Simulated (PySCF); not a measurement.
# C2H6F2Si2: the cost of one run

The runs use PySCF 2.14.0, with density-fitted response routines of our own; the level of theory stands in each step. All values are computed, except where a source is named. Atoms are numbered from 0 throughout.

## 1. Starting geometry

12 atoms, charge 0, multiplicity 1; geometry from: PBE0-D3(BJ)/def2-SVP.

Bonds of the start (Å): F0–C1 1.36, C1–F2 1.36, C1–Si3 1.95, Si3–C4 1.90, C4–Si5 1.90, Si5–C1 1.95, Si3–H6 1.49, Si3–H7 1.49, C4–H8 1.10, C4–H9 1.10, Si5–H10 1.49, Si5–H11 1.49.

## 2. Core holes by ΔSCF: SCAN, X2C

The job: settings as JSON, then the geometry in Å.

```
{"job": {"kind": "xps"}, "charge": 0, "multiplicity": 1}
F      1.654808     0.506091     1.659494
C      1.271347     0.254240     0.375292
F      2.380397     0.317555    -0.409159
Si    -0.249498     1.323496    -0.222143
C     -1.295322    -0.261107    -0.354198
Si     0.176735    -1.349757     0.165786
H     -0.725454     2.293516     0.808192
H     -0.010037     2.006972    -1.527835
H     -1.673187    -0.472857    -1.365860
H     -2.147458    -0.294623     0.341410
H     -0.019586    -2.104546     1.438913
H      0.671626    -2.253078    -0.915305
```

Method: delta-SCF UKS SCAN, pcX-2 on the ionised atom, pcseg-1 elsewhere, spin-free X2C.

Started as:

```bash
$ OMP_NUM_THREADS=1 python probes_run.py task.json out
```

This one command runs all jobs of the session in turn.

**Question.** How long does this first job take on 1 thread of Arm Neoverse V1, shared host, and how much memory does it need?

About 34 s, with a peak of 0.54 GiB.
